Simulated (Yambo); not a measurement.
# Ge (Fd-3m) in Yambo: a series of runs, part 3 of 3

Yambo 5.3.0. The steps go on from the part before.

### 5 Optical spectrum by the Bethe-Salpeter equation, PBE

bse4.in

```
optics
bse
bss
rim_cut
tddft
RandQpts= 1000000
RandGvec= 50 RL
BSKmod= "ALDA"
BSEmod= "retarded"
BSSmod= "d"
% BSEQptR
 1 | 1 |
%
% BSEBands
 12 | 17 |
%
BSENGexx= 10 Ry
BSENGfxc= 3 Ry
% BEnRange
 0 | 15 | eV
%
% BDmRange
 0.05 | 0.05 | eV
%
BEnSteps= 150
% BLongDir
 1 | 1 | 1 |
%
BSEprop= "abs"
WRbsWF
```

scf.in

```
&CONTROL
  calculation = 'scf'
  prefix = 'pwscf'
  outdir = './tmp'
  pseudo_dir = './pseudo'
/
&SYSTEM
  ibrav = 0
  nat = 2
  ntyp = 1
  ecutwfc = 70
  nbnd = 21
  occupations = 'smearing'
  smearing = 'fd'
  degauss = 0.00367493
  force_symmorphic = .true.
/
&ELECTRONS
  conv_thr = 4d-10
  electron_maxstep = 120
  mixing_beta = 0.5
/
ATOMIC_SPECIES
Ge    72.6300 Ge_ONCV_PBE-1.2.upf
CELL_PARAMETERS angstrom
   0.0000000000    2.8289100000    2.8289100000
   2.8289100000    0.0000000000    2.8289100000
   2.8289100000    2.8289100000    0.0000000000
ATOMIC_POSITIONS angstrom
Ge     4.2433650000    4.2433650000    4.2433650000
Ge     2.8289100000    2.8289100000    2.8289100000
K_POINTS automatic
8 8 8 0 0 0
```

nscf.in

```
&CONTROL
  calculation = 'nscf'
  prefix = 'pwscf'
  outdir = './tmp'
  pseudo_dir = './pseudo'
/
&SYSTEM
  ibrav = 0
  nat = 2
  ntyp = 1
  ecutwfc = 70
  nbnd = 64
  occupations = 'smearing'
  smearing = 'fd'
  degauss = 0.00367493
  force_symmorphic = .true.
/
&ELECTRONS
  conv_thr = 1d-08
  diago_full_acc = .true.
  diago_thr_init = 1d-06
/
ATOMIC_SPECIES
Ge    72.6300 Ge_ONCV_PBE-1.2.upf
CELL_PARAMETERS angstrom
   0.0000000000    2.8289100000    2.8289100000
   2.8289100000    0.0000000000    2.8289100000
   2.8289100000    2.8289100000    0.0000000000
ATOMIC_POSITIONS angstrom
Ge     4.2433650000    4.2433650000    4.2433650000
Ge     2.8289100000    2.8289100000    2.8289100000
K_POINTS automatic
6 6 6 0 0 0
```

Potentials or basis: SG15 PBE 1.2.

Launch:

```sh
> OMP_NUM_THREADS=1 pw.x -in scf.in > scf.out
> OMP_NUM_THREADS=1 pw.x -in nscf.in > nscf.out
> cd tmp/pwscf.save; p2y; mv SAVE ../..; cd ../..
> OMP_NUM_THREADS=1 yambo
> mkdir -p bse4; ln -s $PWD/g0w00/ndb.RIM bse4/
> OMP_NUM_THREADS=1 yambo -F bse4.in -J bse4 -C bse4_out
> OMP_NUM_THREADS=1 ypp -J bse4 -C bse4_out -e s -b 1
```

Yambo's report:

```text
[... sections 02.01 to 02.04 as in the set-up run ...]

  [02.05] Energies & Occupations
  ==============================

  [X] === General ===
  [X] Electronic Temperature                        :  0.258606E-1   300.100    [eV K]
  [X] Bosonic    Temperature                        :  0.258606E-1   300.100    [eV K]
  [X] Finite Temperature mode                       : yes
  [X] El. density                                   :  0.61840E+24 [cm-3]
  [X] Fermi Level                                   :  11.13788 [eV]

  [X] === Gaps and Widths ===
  [X] Conduction Band Min                           :  11.13788 [eV]
  [X] Valence Band Max                              :  11.13788 [eV]
  [X] Filled Bands                                  :  11
  [X] Metallic Bands                                :  12  15
  [X] Empty Bands                                   :   16   64

  [X] === Metallic Characters ===
  [X] N of el / N of met el                         :  28.00000   5.99867
  [X] Average metallic occ.                         :  0.374917

  [WARNING] [X] Metallic system

 [03] Transferred momenta grid and indexing
 ==========================================

 IBZ Q-points                                      :  16
 BZ  Q-points                                      :  216

 K/Q-points units:
 rlu = crystal or reduced units; cc = cartesian coordinates; iku = interal k-units

 Q [ 1]         [rlu]:  0.000000  0.000000  0.000000
 Q [ 2]         [rlu]:  0.95643E-17 -0.18191E-16  0.16667
 Q [ 3]         [rlu]:  0.19129E-16 -0.36383E-16  0.33333
 Q [ 4]         [rlu]:  0.25892E-17  0.25892E-17 -0.50000
 Q [ 5]         [rlu]:  0.57972E-17  0.16667      0.16667
 Q [ 6]         [rlu]:  0.95643E-17  0.16667      0.33333
 Q [ 7]         [rlu]:  0.10847E-16  0.16667      0.50000
 Q [ 8]         [rlu]:  0.25892E-17  0.16667     -0.33333
 Q [ 9]         [rlu]:  0.86270E-17  0.16667     -0.16667
 Q [10]         [rlu]:  0.11594E-16  0.33333      0.33333
 Q [11]         [rlu]:  0.20758E-16  0.33333      0.50000
 Q [12]         [rlu]:  0.89730E-17  0.33333     -0.33333
 Q [13]         [rlu]: -0.17392E-16 -0.50000     -0.50000
 Q [14]         [rlu]:  0.166667  0.333333  0.500000
 Q [15]         [rlu]:  0.166667  0.333333 -0.333333
 Q [16]         [rlu]:  0.166667 -0.500000 -0.333333

 [04] Coloumb potential Random Integration (RIM)
[... 50 lines left out ...]
   [06.01.01] Transition pre-analysis @q1
   ======================================

   [06.01.02] Transition Groups build-up @q1
   =========================================

   [BSK] Transition groups (total):  16
   [BSK] Size (resonant):  1954
   [BSK]         (total):  1954
   [BSK] N. of matrices :  1

   [06.01.03] Loading Dipoles @q1
   ==============================

   [06.01.04] Independent Particles properties @q1
   ===============================================

   [WARNING] The system is a metal but Drude term not included.

   [06.01.05] TDDFT Kernel @q1 (Resonant ALDA EXCHANGE)
   ====================================================

   [BSE] Exchange components :  181
   [BSE] ALDA        components :   51

   [06.01.06] Main kernel loop
   ===========================

   [WR./bse4//ndb.BS_Q1_CPU_0]-----------------------------------------------------
    Brillouin Zone Q/K grids (IBZ/BZ)                :   16  216   16  216
    RL vectors                                       :   3839 [WF]
    Coulomb cutoff potential                         : none
    Parallel CPUs
    Parallel Roles
    Fragmentation                                    : no
    BS kernel          wavefunctions                 : Perdew, Burke & Ernzerhof(X)+Perdew, Burke & Ernzerhof(C)
    Static diel. fun.  energies                      : Perdew, Burke & Ernzerhof(X)+Perdew, Burke & Ernzerhof(C)
    wavefunctions                                    : Perdew, Burke & Ernzerhof(X)+Perdew, Burke & Ernzerhof(C)
    [K] Identifier                                   :   9631
    [K] Dimension                                    :  1954
    [K] Bands                                        :  12  17
    [K] Exchange                                     : yes [res]
    [K] Correlation                                  : no [res]
    [K] Kernel`s coupling                            : no
    [K] Exchange                                     : no [cpl]
    [K] Correlation                                  : no [cpl]
    [K] W interaction is bare                        : no
    [K] ALDA kernel in R-space                       : yes
    [K] RL vectors                                   :  181 [exchange]
    [K] E/h energy range                             : -1.000000 -1.000000 [eV]
    [K] Coupling range                               :  100.0000  100.0000 [o/o]
    [K] Kernel long-range exchange                   : BAR
   [xc] Functional : Perdew, Burke & Ernzerhof(X)+Perdew, Burke & Ernzerhof(C)
   [xc] LIBXC used to calculate xc functional

  [06.02] BSE solver(s) @q1
  =========================

  [06.03] Diago Solver @q1
  ========================

  [WR./bse4//ndb.BS_diago_Q1]-----------------------------------------------------
   BS kernel          energies                      : Perdew, Burke & Ernzerhof(X)+Perdew, Burke & Ernzerhof(C)
   [K] Identifier                                   :   9631
   [K] Dimension                                    :  1954
   [K] Bands                                        :  12  17
   [K] Exchange                                     : yes [res]
   [K] Correlation                                  : no [res]
   [K] Kernel`s coupling                            : no
   [K] Exchange                                     : no [cpl]
   [K] Correlation                                  : no [cpl]
   [K] W interaction is bare                        : no
   [K] ALDA kernel in R-space                       : yes
   [K] RL vectors                                   :  181 [exchange]
   [K] E/h energy range                             : -1.000000 -1.000000 [eV]
   [K] Coupling range                               :  100.0000  100.0000 [o/o]
   [K] Kernel long-range exchange                   : BAR
   [BSS] Eigenstates included                       : yes
   [BSS] Field direction                            :  0.577350E-5  0.577350E-5  0.577350E-5
   [BSS] Eigenstates computed                       :  1954
   [BSS] Number of BSE matrices                     :  1
```

Run time: 1.7 min. Hardware: 1 thread of Arm Neoverse V1, shared host; peak memory 0.33 GiB.

What came out:

```
Band gap on the k mesh, mean-field level : none (metal or under the smearing width)
```

Dielectric function (along the field direction of the input):
```
energy (eV)  real part  imaginary part
       0.50    -145.20           37.12
       1.21      31.19            8.86
       2.01     -22.62            5.19
       2.72     -10.37           17.70
       3.52      27.45           20.42
       4.23     -21.10            7.06
       5.03     -10.27            6.34
       5.84      -3.78            4.78
       6.54     -13.42           10.57
       7.35      -6.35            4.07
       8.05      -4.07            3.01
       8.86      -4.15            0.26
       9.56      -2.67            0.13
      10.37      -2.47            1.94
      11.17      -2.13            0.17
      11.88      -1.56            0.04
      12.68      -1.15            0.04
      13.39      -0.84            0.02
      14.19      -0.63            0.02
      15.00      -0.43            0.01
```

Caveat: the LDA kernel is used on GGA states, which is inconsistent by a few percent; the intraband (Drude) term of the metal is left out; the ground state has no gap, which makes the many-body step unreliable; spectra need much finer meshes, so this one isn't converged; this crystal is a semiconductor, whose small gap the functional closes, so the metal is an error of the method.

### 6 Optical spectrum by the Bethe-Salpeter equation, PBE

bse5.in

```
optics
bse
bss
rim_cut
RandQpts= 1000000
RandGvec= 50 RL
BSKmod= "HARTREE"
BSEmod= "retarded"
BSSmod= "d"
% BSEQptR
 1 | 1 |
%
% BSEBands
 11 | 18 |
%
BSENGexx= 30 Ry
% BEnRange
 0 | 20 | eV
%
% BDmRange
 0.2 | 0.2 | eV
%
BEnSteps= 300
% BLongDir
 1 | 1 | 1 |
%
BSEprop= "abs"
WRbsWF
```

scf.in is that of step 5.

nscf.in is that of step 5.

Potentials or basis: SG15 PBE 1.2.

Launch:

```sh
> OMP_NUM_THREADS=1 pw.x -in scf.in > scf.out
> OMP_NUM_THREADS=1 pw.x -in nscf.in > nscf.out
> cd tmp/pwscf.save; p2y; mv SAVE ../..; cd ../..
> OMP_NUM_THREADS=1 yambo
> mkdir -p bse5; ln -s $PWD/g0w00/ndb.RIM bse5/
> OMP_NUM_THREADS=1 yambo -F bse5.in -J bse5 -C bse5_out
> OMP_NUM_THREADS=1 ypp -J bse5 -C bse5_out -e s -b 1
```

Yambo's report:

```text
[... sections 02.01 to 02.04 as in the set-up run ...]

  [02.05] Energies & Occupations
  ==============================

  [X] === General ===
  [X] Electronic Temperature                        :  0.258606E-1   300.100    [eV K]
  [X] Bosonic    Temperature                        :  0.258606E-1   300.100    [eV K]
  [X] Finite Temperature mode                       : yes
  [X] El. density                                   :  0.61840E+24 [cm-3]
  [X] Fermi Level                                   :  11.13788 [eV]

  [X] === Gaps and Widths ===
  [X] Conduction Band Min                           :  11.13788 [eV]
  [X] Valence Band Max                              :  11.13788 [eV]
  [X] Filled Bands                                  :  11
  [X] Metallic Bands                                :  12  15
  [X] Empty Bands                                   :   16   64

  [X] === Metallic Characters ===
  [X] N of el / N of met el                         :  28.00000   5.99867
  [X] Average metallic occ.                         :  0.374917
[... 124 lines left out ...]
    [K] ALDA kernel in R-space                       : no
    [K] RL vectors                                   :   893 [exchange]
    [K] E/h energy range                             : -1.000000 -1.000000 [eV]
    [K] Coupling range                               :  100.0000  100.0000 [o/o]
    [K] Kernel long-range exchange                   : BAR

  [06.02] BSE solver(s) @q1
  =========================

  [06.03] Diago Solver @q1
  ========================

  [WR./bse5//ndb.BS_diago_Q1]-----------------------------------------------------
   BS kernel          energies                      : Perdew, Burke & Ernzerhof(X)+Perdew, Burke & Ernzerhof(C)
   [K] Identifier                                   :   3406
   [K] Dimension                                    :   3474
   [K] Bands                                        :  11  18
   [K] Exchange                                     : yes [res]
   [K] Correlation                                  : no [res]
   [K] Kernel`s coupling                            : no
   [K] Exchange                                     : no [cpl]
   [K] Correlation                                  : no [cpl]
   [K] W interaction is bare                        : no
   [K] ALDA kernel in R-space                       : no
   [K] RL vectors                                   :   893 [exchange]
   [K] E/h energy range                             : -1.000000 -1.000000 [eV]
   [K] Coupling range                               :  100.0000  100.0000 [o/o]
   [K] Kernel long-range exchange                   : BAR
   [BSS] Eigenstates included                       : yes
   [BSS] Field direction                            :  0.577350E-5  0.577350E-5  0.577350E-5
   [BSS] Eigenstates computed                       :   3474
   [BSS] Number of BSE matrices                     :  1
```

o-bse5.eps_q1_diago_bse:

```text
# Absorption @ Q(1):  0.577350269     0.577350269     0.577350269    [q->0 direction]
#
[... 38 lines left out ...]
#
        0.000000           0.000000            1138.56           0.000000            1091.03
        0.066890           582.0795           859.4894           558.5305           821.1434
        0.133779           725.9522           366.0916           692.9700           348.0281
        0.200669           586.2825           48.89952           557.8094           46.71631
        0.267559           410.2895          -78.42601           389.8858          -73.42658
        0.334448           278.4062          -110.5503           264.5280          -103.4554
[... 292 lines left out ...]
        19.93311           0.024087           0.077436           0.017658           0.204266
        20.00000           0.023588           0.085378           0.017438           0.210130
#
```

o-bse5.exc_qpt1_E_sorted:

```text
# [K] Identifier                                  :   3406
# [K] Dimension                                   :   3474
# [K] Bands                                       :  11  18
# [K] Exchange                                    : yes [res]
# [K] Correlation                                 : no [res]
# [K] Kernel`s coupling                           : no
# [K] Exchange                                    : no [cpl]
# [K] Correlation                                 : no [cpl]
# [K] W interaction is bare                       : no
# [K] ALDA kernel in R-space                      : no
# [K] RL vectors                                  :   893 [exchange]
# [K] E/h energy range                            :  -1.00000000     -1.00000000    [eV]
# [K] Coupling range                              :   100.000000      100.000000    [o/o]
# [K] Kernel long-range exchange                  : BAR
#
#
# Atom 1 with Z 32 [cc]:  8.01879770      8.01879770      8.01879770
# Atom 2 with Z 32 [cc]:  5.34586513      5.34586513      5.34586513
#
#    Maximum Residual Value =  0.34843E+03
#
#    E [ev]             Strength           Index
#
    0.501619633E-1     0.817398448E-1      1.00000000
    0.501619636E-1     0.263939650         2.00000000
    0.501619643E-1      1.00000000         3.00000000
     1.4912095         0.19320514E-15      4.0000000
     1.4912095         0.15951857E-16      5.0000000
     1.4912095         0.46409559E-16      6.0000000
[... 49 lines left out ...]
     2.6398609         0.62800598E-29      56.000000
     2.6399094         0.48387044E-18      57.000000
[... 3419 further lines ...]
```

Run time: 3.8 min. Hardware: 1 thread of Arm Neoverse V1, shared host; peak memory 0.53 GiB.

Results:

| Quantity | Value |
| --- | --- |
| Band gap on the k mesh, mean-field level | none (metal or under the smearing width) |

Dielectric function (along the field direction of the input):
```csv
energy (eV),real part,imaginary part
0.27,-78.43,410.29
0.74,-32.51,45.15
1.27,28.06,32.72
1.74,-29.77,52.64
2.27,-3.13,12.04
2.74,2.61,19.11
3.28,6.95,25.77
3.75,-0.64,41.55
4.28,-18.59,11.89
4.82,-8.39,6.90
5.28,-6.91,7.50
5.82,-5.56,6.99
6.29,-4.41,5.46
6.82,-5.28,5.79
7.29,-5.80,5.10
7.83,-5.92,3.68
8.36,-5.47,1.60
8.83,-4.05,1.08
9.36,-2.94,0.69
9.83,-2.25,0.72
10.37,-1.77,1.80
10.84,-2.11,1.39
11.37,-2.17,0.86
11.84,-1.95,0.49
12.37,-1.48,0.31
12.91,-1.26,0.34
13.38,-0.95,0.33
13.91,-0.90,0.35
14.38,-0.78,0.25
14.92,-0.63,0.18
15.38,-0.44,0.20
15.92,-0.41,0.30
16.45,-0.36,0.19
16.92,-0.23,0.23
17.46,-0.23,0.14
17.93,-0.23,0.19
18.46,-0.15,0.11
18.93,-0.07,0.04
19.46,0.02,0.03
20.00,0.09,0.02
```

Caveat: the intraband (Drude) term of the metal is left out; the ground state has no gap, which makes the many-body step unreliable; spectra need much finer meshes, so this one isn't converged; this crystal is a semiconductor, whose small gap the functional closes, so the metal is an error of the method.

### 7 How close it comes

Step 2. Against the measured gap of Ge, 0.807 eV (direct; 300 K; “Electronic and optical properties of SixGe1-x-ySny alloys lattice-matched to Ge”, 2021, arxiv:2109.02782), the calculated 0.00 eV is off by -0.81 eV. 3 values of this kind are on record (0.666 to 0.807 eV); this one was drawn at random among those near their median. Spin-orbit coupling on Ge is left out. The value is that of PBE on a finite k mesh, which can miss the band edges, without temperature or zero-point motion. Semilocal functionals fall short of measured gaps as a rule.

Step 3. A measured gap of Ge is 0.807 eV (direct; 300 K; “Electronic and optical properties of SixGe1-x-ySny alloys lattice-matched to Ge”, 2021, arxiv:2109.02782); the calculated 0.00 eV misses it by -0.81 eV. 3 values of this kind are on record (0.666 to 0.807 eV); this one was drawn at random among those near their median. Spin-orbit coupling on Ge is left out. The value is that of PBE on a finite k mesh, which can miss the band edges, without temperature or zero-point motion. Semilocal functionals fall short of measured gaps as a rule.

Step 4. A measured gap of Ge is 0.744 eV (indirect; 0 K; “Temperature-dependent photoluminescence in Ge: experiment and theory”, 2020, arxiv:2003.00143); the calculated 0.00 eV misses it by -0.74 eV. 3 values of this kind are on record (0.666 to 0.807 eV); this one was drawn at random among those near their median. Spin-orbit coupling on Ge is left out. The value is that of PBE on a finite k mesh, which can miss the band edges, without temperature or zero-point motion. Semilocal functionals fall short of measured gaps as a rule.

Step 5. Against the measured gap of Ge, 0.744 eV (indirect; 0 K; “Temperature-dependent photoluminescence in Ge: experiment and theory”, 2020, arxiv:2003.00143), the calculated 0.00 eV is off by -0.74 eV. 3 values of this kind are on record (0.666 to 0.807 eV); this one was drawn at random among those near their median. Spin-orbit coupling on Ge is left out. The value is that of PBE on a finite k mesh, which can miss the band edges, without temperature or zero-point motion. Semilocal functionals fall short of measured gaps as a rule.

Step 6. A measured gap of Ge is 0.807 eV (direct; 300 K; “Electronic and optical properties of SixGe1-x-ySny alloys lattice-matched to Ge”, 2021, arxiv:2109.02782); the calculated 0.00 eV misses it by -0.81 eV. 3 values of this kind are on record (0.666 to 0.807 eV); this one was drawn at random among those near their median. Spin-orbit coupling on Ge is left out. The value is that of PBE on a finite k mesh, which can miss the band edges, without temperature or zero-point motion. Semilocal functionals fall short of measured gaps as a rule.
